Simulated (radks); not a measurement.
# Ar⁺ in [He] 2s2 2p5.75 3s2 3p5.25: an all-electron calculation

Aim: the levels, the sizes of the orbitals and the parts of the energy of the argon ion Ar+.

Program: radks (a radial shooting solver on a logarithmic mesh, Libxc functionals) version 1. Level of theory: Dirac Kohn-Sham, PBE, spin-unpolarised, spherical densities, point nucleus; open shells fill j = l - 1/2 first. These are calculated values, not measurements, unless marked.

### 1 The system

* element: argon (Z = 18)
* charge: +1
* electrons: 17
* configuration: [He] 2s2 2p5.75 3s2 3p5.25

### 2 The calculation

Settings of this run:

```text
Z 18
configuration [He] 2s2 2p5.75 3s2 3p5.25
relativity Dirac
functional pbe,pbe
spin unpolarised
j_filling energy
nucleus point
c 137.035999084
```

On the command line:

```bash
> python run_ks.py task.json out
```

This one command runs every case of the session in turn.

Q: Predict the outcome of this run.

**Answer**, as computed:

```
                        quantity                   value
                    total energy      -526.58677 hartree
exchange-correlation share of it                  5.73 %
                            −T/E                  1.0062
          highest occupied level       3p3/2, -22.665 eV
    most extended occupied level  3p3/2, <r> = 1.53 bohr
 radius at density 0.001 e/bohr³               3.41 bohr
    maxima of the radial density                       3
```

What this shows: The radial density shows 3 maxima for 3 occupied principal shells. Relativity lifts −T/E to 1.006. This is not the tabulated ground configuration, so its levels and sizes aren't those of the ground state, and no measured value stands beside it.
